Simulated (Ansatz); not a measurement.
# NbRu: a tetragonal deformation path

Aim: for NbRu, look for other minima along a tetragonal path.

Method: DFT PBEsol, scalar-relativistic, plane waves, PAW, in Ansatz 0.2.0.

**1. The system as given**

The structure is cubic, space group Pm-3m (No. 221). The conventional cell has a = 3.184 Å, b = 3.184 Å, c = 3.184 Å, α = 90.00°, β = 90.00°, γ = 90.00°. Around Nb (site symmetry m-3m) lie 8 Ru at 2.76 Å. Ru (site symmetry m-3m) has 8 Nb at 2.76 Å in its first shell of neighbours.

As a file:

```
Nb Ru
1.0
     3.18400    0.00000    0.00000
     0.00000    3.18400    0.00000
     0.00000    0.00000    3.18400
Nb Ru
1 1
Direct
  0.00000 0.00000 0.00000
  0.50000 0.50000 0.50000
```

The cell is taken as given, not relaxed at this level.

**2. Zero of energy**

Reference values: F = -10312.2235 eV; pressure -9.73 GPa; largest force 0.000 eV/Å; gap on the mesh none (metal). It was computed beforehand with the settings of the runs below.

**3. The scan: a tetragonal deformation path**

At fixed volume and fractional coordinates, lengths along (0.000, 0.000, 1.000) are scaled against those across it; ρ is that ratio over its starting value.

**4. Point ρ = 0.707**

Input file input.yaml:

```yaml
crystal:
  lattice:
    - [3.5740990808, 0.0, 0.0]
    - [0.0, 3.5740990808, 0.0]
    - [0.0, 0.0, 2.5268880501]
  atoms:
    - { symbol: Nb, position: [0.0, 0.0, 0.0] }
    - { symbol: Ru, position: [0.5, 0.5, 0.5] }
basis:
  ecutwfc: 420
kpoints:
  mp_grid: { grid: [16, 16, 16] }
hamiltonian:
  xc: pbesol
scf:
  occupations: { method: gaussian, width: 0.15 }
output:
  forces: true
  stress: true
  eigenvalues: true
```

On the command line:

```console
> ansatz run input.yaml --threads 1 --pin off --max-ram 2560MiB --backend cpu --events-out ev --progress --plain --runs-dir out
```

The session goes on with these runs: At ρ = 1.414; point ρ = 0.850; point ρ = 1.200; ρ = 0.780; ρ = 1.300; At ρ = 0.920; point ρ = 1.100; point ρ = 0.650; ρ = 1.500; At ρ = 0.960; ρ = 1.050.

Before running it: what results should come out? Wanted: highest point.

As calculated:

| quantity | value |
| --- | --- |
| highest point | 680.8 meV/atom at ρ = 0.650 |

In words: The undisturbed cell is not the lowest point: the energy is 23.5 meV/atom lower at ρ = 1.100; the cell was taken as given and not relaxed at this level. Further dips among the sampled points: ρ = 0.920 (-5.5 meV/atom); whether they survive relaxation was not tested.
